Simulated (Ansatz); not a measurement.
# C2H8O2Si2: a ladder of functionals and wavefunction methods

An exercise on one series of results from a longer session: the logs are not shown, and one member is left open.

Computed with Ansatz 0.2.0, Gaussian basis. Level: functionals in def2-TZVPP, the program's frozen cores in correlated methods.

The runs, in order: PBE-D4, r2SCAN-D4, PBE0-D4, B3LYP-D4, ωB97X-V, ωB97M-V, B2PLYP; CCSD(T)/def2-TZVPP; MP2/def2-QZVPP; extrapolation to the limit.

### Structure used throughout

The geometry comes from an earlier relaxation with PBE0-D4 in a triple-zeta def2 set; it is a stationary point, not always the lowest conformer.

14 atoms, charge 0, spin multiplicity 1.

Atoms are counted from 1 here; the program's logs count them from 0.

Bond lengths: C1–C2 1.331 Å, C1–H7 1.087 Å, C1–H8 1.086 Å, C2–Si3 1.854 Å, C2–H9 1.089 Å, Si3–O4 1.650 Å, Si3–O5 1.648 Å, Si3–Si6 2.345 Å, O4–H10 0.959 Å, O5–H11 0.960 Å, Si6–H12 1.487 Å, Si6–H13 1.491 Å, Si6–H14 1.489 Å. Angles: C2–C1–H7 121.6°, C2–C1–H8 122.4°, H7–C1–H8 116.0°, C1–C2–Si3 122.5°, C1–C2–H9 118.5°, Si3–C2–H9 118.9°, C2–Si3–O4 104.3°, C2–Si3–O5 110.8°, C2–Si3–Si6 113.6°, O4–Si3–O5 112.9°, O4–Si3–Si6 111.4°, O5–Si3–Si6 104.2°, Si3–O4–H10 117.2°, Si3–O5–H11 116.7°, Si3–Si6–H12 111.2°, Si3–Si6–H13 110.8°, Si3–Si6–H14 109.9°, H12–Si6–H13 108.6° and more.

Geometry (Å):

```xyz
14

C     1.7502   -1.5207   -0.5999
C     0.9417   -0.5715   -1.0662
Si    0.0596    0.6213    0.0452
O     0.0394    2.0342   -0.8068
O     0.8369    0.7559    1.4926
Si   -2.1091   -0.0613    0.6201
H     1.9425   -1.6320    0.4642
H     2.2531   -2.2293   -1.2522
H     0.7751   -0.5114   -2.1405
H    -0.4643    2.7613   -0.4373
H     1.7701    0.9798    1.4623
H    -2.0807   -1.2633    1.4956
H    -2.8343    1.0287    1.3334
H    -2.8801   -0.3918   -0.6104
```

The first run:

File in.yaml:

```yaml
crystal:
  periodic: [false, false, false]
  atoms:
    - {symbol: C, position_ang: [1.750222, -1.520707, -0.599942]}
    - {symbol: C, position_ang: [0.941737, -0.571458, -1.066195]}
    - {symbol: Si, position_ang: [0.059634, 0.621348, 0.045178]}
    - {symbol: O, position_ang: [0.039364, 2.034237, -0.806768]}
    - {symbol: O, position_ang: [0.836878, 0.755873, 1.492621]}
    - {symbol: Si, position_ang: [-2.109119, -0.061284, 0.620094]}
    - {symbol: H, position_ang: [1.942483, -1.631975, 0.464156]}
    - {symbol: H, position_ang: [2.253102, -2.229269, -1.252243]}
    - {symbol: H, position_ang: [0.775094, -0.511434, -2.140458]}
    - {symbol: H, position_ang: [-0.464312, 2.761282, -0.437327]}
    - {symbol: H, position_ang: [1.770108, 0.979837, 1.462266]}
    - {symbol: H, position_ang: [-2.080731, -1.263300, 1.495613]}
    - {symbol: H, position_ang: [-2.834348, 1.028655, 1.333403]}
    - {symbol: H, position_ang: [-2.880102, -0.391804, -0.610399]}
basis:
  gaussian: {orbitals: def2-TZVPP}
hamiltonian: {xc: pbe, dispersion: d4}
output: {forces: true, orbitals: {seedname: orbitals}}
```

Launch:

```bash
ansatz run in.yaml --threads 2 --pin off --events-out ev --progress --plain --max-ram 32768MiB --backend cuda --devices 0, --max-vram 18GiB
```

Steps of the session up to this table: PBE-D4 (GGA); r2SCAN-D4 (meta-GGA); PBE0-D4 (hybrid); B3LYP-D4 (hybrid); ωB97X-V (range-separated); ωB97M-V (range-separated); B2PLYP (double hybrid); CCSD(T) in def2-TZVPP; MP2 in def2-QZVPP.

One of the session's tables, all rows but one given; the rest of the session is left out.

It belongs to the step «Atomisation energies». 

```
            method  atomisation energy (eV)
            PBE-D4                   55.524
         r2SCAN-D4                   54.984
           PBE0-D4                        ?
          B3LYP-D4                   54.810
           ωB97X-V                   55.058
           ωB97M-V                   55.010
            B2PLYP                   54.252
     HF/def2-TZVPP                   40.228
    MP2/def2-TZVPP                   54.366
   CCSD/def2-TZVPP                   52.776
CCSD(T)/def2-TZVPP                   53.555
           MP2/CBS                   55.879
       CCSD(T)/CBS                   55.069
```

**Question.** Estimate the row for PBE0-D4.

As computed: atomisation energy (eV): 54.621. In the column «atomisation energy (eV)» it lies between MP2/def2-TZVPP (54.366) and B3LYP-D4 (54.810).
